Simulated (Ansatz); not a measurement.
# Li2ClF: a single-point run

Wanted: a converged single-point run for Li2ClF, and a check of what comes out. The structure is shown as the input types it. The cell is built on a prototype (ordering on rocksalt) and needn't be the phase found in nature.

Program: Ansatz 0.2.0. Level of theory: density functional or hybrid calculation with the settings of its input, plane waves (as first typed). These are calculated values, not measurements.

3 further runs of the same task are left out: 1 for a known fault of the program, 2 that didn't finish.

**1. The system as given**

It takes space group R-3m (No. 166, trigonal). The conventional cell has a = 3.288 Å, b = 3.288 Å, c = 15.791 Å, α = 90.00°, β = 90.00°, γ = 120.00°. Around F (site symmetry -3m) lie 6 Li at 2.20 Å. Around Cl (site symmetry -3m) lie 6 Li at 2.44 Å. Li (site symmetry 3m) is surrounded by 3 F at 2.20 Å and 3 Cl at 2.44 Å.

Coordinates:

```cif
data_structure
_symmetry_space_group_name_H-M 'P 1'
_symmetry_Int_Tables_number 1
_cell_length_a 5.5955
_cell_length_b 5.5955
_cell_length_c 5.5955
_cell_angle_alpha 34.168
_cell_angle_beta 34.168
_cell_angle_gamma 34.168
_cell_volume 49.27
loop_
_atom_site_label
_atom_site_type_symbol
_atom_site_fract_x
_atom_site_fract_y
_atom_site_fract_z
_atom_site_occupancy
F1 F 0.00000 0.00000 0.00000 1
Cl1 Cl 0.50000 0.50000 0.50000 1
Li1 Li 0.26336 0.26336 0.26336 1
Li2 Li 0.73664 0.73664 0.73664 1
```

**2. The run**

Contents of input.yaml:

```yaml
crystal:
  lattice:
    - [1.6438003696, 0.9490485858, 5.2637591322]
    - [-1.6438003696, 0.9490485858, 5.2637591322]
    - [0.0, -1.8980971717, 5.2637591322]
  atoms:
    - { symbol: F, position: [1.0, 0.0, 0.0] }
    - { symbol: Cl, position: [0.5, 0.5, 0.5] }
    - { symbol: Li, position: [0.2633593309, 0.2633593309, 0.2633593309] }
    - { symbol: Li, position: [0.7366406691, 0.7366406691, 0.7366406691] }
kpoints:
  mp_grid: { grid: [6, 6, 6] }
hamiltonian:
  xc: pbe
scf:
  occupations: { method: fixed }
  n_extra_bands: 5
  convergence: { dr2_threshold: 1.0 }
  max_iter: 78
output:
  forces: true
  stress: true
  eigenvalues: true
```

Command:

```console
$ ansatz run input.yaml --threads 4 --pin off --max-ram 3686MiB --backend cpu --events-out ev --progress --plain --runs-dir out
```

What happens when this is run?

The program finished normally, with warnings (force scf threshold loose, stress scf threshold loose). Its log warns: «scf.convergence.dr2_threshold = 1e0 eV is looser than this run's default, which is 1e-7 eV or tighter. The error in the forces grows as the threshold's square root ...»

The threshold asked is loose, but the program put off the close and ended at dr2 = 2.4e-10, so little accuracy was lost here.

The test: delete scf.convergence.dr2_threshold (the default then holds).
